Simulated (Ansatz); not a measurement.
# AlBrClH: short molecular-dynamics run in Python

How does AlBrClH move over a short run? The task is a short molecular-dynamics run, for AlBrClH. SMILES: [Cl][AlH][Br].

Computed with the Python package of Ansatz 0.2.0. Level of theory: Hartree-Fock/def2-SVP.

**1. The system**

Bond lengths: Cl1–Al2 2.159 Å, Al2–Br3 2.353 Å, Al2–H4 1.649 Å. Angles: Cl1–Al2–Br3 118.3°, Cl1–Al2–H4 123.1°, Br3–Al2–H4 118.6°.

No structure file is read: the coordinates are typed or built in the script.

**2. The code**

Input file md_albrclh.py:

```python
"""Molecular dynamics of one AlBrClH molecule."""

import ansatz as az
from ase import Atoms
import numpy as np


def main() -> None:
    atoms = Atoms(["Cl", "Al", "Br", "H"], positions=[
        (-2.0318, 0.0601, -0.5933),
        (0.0479, 0.1571, -0.0228),
        (1.1168, -1.8322, 0.638),
        (0.9227, 1.5547, -0.0421),
    ])
    molecule = az.Crystal.molecule_from_ase(atoms)

    setup = molecule.calculation()
    setup = setup.basis(gaussian="def2-SVP")
    setup = setup.functional("HF")
    symbols = [site.symbol for site in molecule.cartesian_sites]
    start = np.array([site.position_ang for site in molecule.cartesian_sites], dtype=float)
    rep = setup.relax(force_tolerance=0.02, max_steps=100).run().report
    end = np.array(rep["positions_ang"])
    minimum = az.Crystal.molecule()
    for symbol, place in zip(symbols, end):
        minimum = minimum.atom(symbol, place.tolist())

    # dynamics from the relaxed geometry
    setup = (
        minimum.calculation()
        .basis(gaussian="def2-SVP")
        .functional("HF")
        .md("nve", timestep=0.5, steps=30, temperature=300, initial_velocities="maxwell_boltzmann", seed=55)
    )
    frames = []
    result = setup.session().plan().execute(on_event=lambda e: frames.append(e["data"]) if e["event"] == "md_step" else None)
    print("t (fs)   E_pot (eV)      E_kin (eV)   T (K)   d(0-1) (A)")
    for f in frames[::3]:
        xyz = np.array(f["positions_ang"])
        print(f"{f['time_fs']:6.2f} {f['lagrangian_ev']:14.5f} {f['e_kin_ev']:10.5f} {f['temperature_k']:8.1f} {np.linalg.norm(xyz[0] - xyz[1]):9.4f}")
    kept = np.array([f["conserved_ev"] for f in frames])
    print(f"conserved energy moves by at most {1000 * np.ptp(kept):.3f} meV")


if __name__ == "__main__":
    main()
```

**3. Running it**

Launch:

```
$ python md_albrclh.py
```

**Question.** What results will this script give? Wanted: moves of the relaxation of run 1; energy gained in run 1; last largest force component of run 1; mean temperature, second half; farthest move; largest change of the conserved energy.

The runs gave:

| quantity | value |
| --- | --- |
| runs compared | 2 |
| moves of the relaxation of run 1 | 3 |
| energy gained in run 1 | 0.180 eV |
| last largest force component of run 1 | 0.0011 eV/Å |
| length of the run | 30 steps, 15 fs |
| mean temperature, second half | 94 K |
| farthest move | 0.21 Å |
| largest change of the conserved energy | 0.09 meV/atom |

What this shows: The dearest, run 2 (dynamics), took some 5.1 times as long as run 1 (relaxation). Run 1: The relaxation took 3 moves; the largest shift is 0.098 Å, of atom 4 (H). The temperature swings between 24 and 300 K, with a mean of 94 K in the second half; from a start near a minimum about half of the kinetic energy passes into potential energy. The conserved energy stays within 0.09 meV/atom, so the time step holds. 15 fs show the first vibrations only, not equilibrium. The trajectory is only some femtoseconds long, and gives no averages; where the script doesn't relax first, it starts from a rough generated geometry. The temperature counts the internal degrees of freedom alone.
